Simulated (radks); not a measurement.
**Ge⁷⁺ in [Ne] 3s2 3p5.75 3d7 4d0.25: an all-electron calculation**

What are the levels of the germanium ion Ge7+, how large are its shells, and how does its energy divide?

Method: non-relativistic Kohn-Sham, PBE, spin-unpolarised, spherical densities, point nucleus. Code: radks (a radial shooting solver on a logarithmic mesh, Libxc functionals) version 1.

### 1 The atom as given

| Quantity | Value |
| --- | --- |
| element | germanium (Z = 32) |
| charge | +7 |
| electrons | 25 |
| configuration | [Ne] 3s2 3p5.75 3d7 4d0.25 |

### 2 The run

Input:

```text
Z 32
configuration [Ne] 3s2 3p5.75 3d7 4d0.25 4s0 4p0 4f0 5d0
relativity non-relativistic
functional pbe,pbe
spin unpolarised
nucleus point
```

What does the calculation give?

The runs gave:

| quantity | value |
| --- | --- |
| total energy | -2057.94699 hartree |
| exchange-correlation share of it | 3.59 % |
| −T/E | 0.9995 |
| highest occupied level | 4d, -67.701 eV |
| most extended occupied level | 4d, <r> = 1.84 bohr |
| radius at density 0.001 e/bohr³ | 2.51 bohr |
| maxima of the radial density | 3 |

What this shows: 4 principal shells are occupied and 3 maxima appear in the radial density; where shells overlap, one shows as a shoulder or not at all. −T/E = 0.9995, near the virial value of 1. This is not the tabulated ground configuration, so its levels and sizes aren't those of the ground state, and no measured value stands beside it.
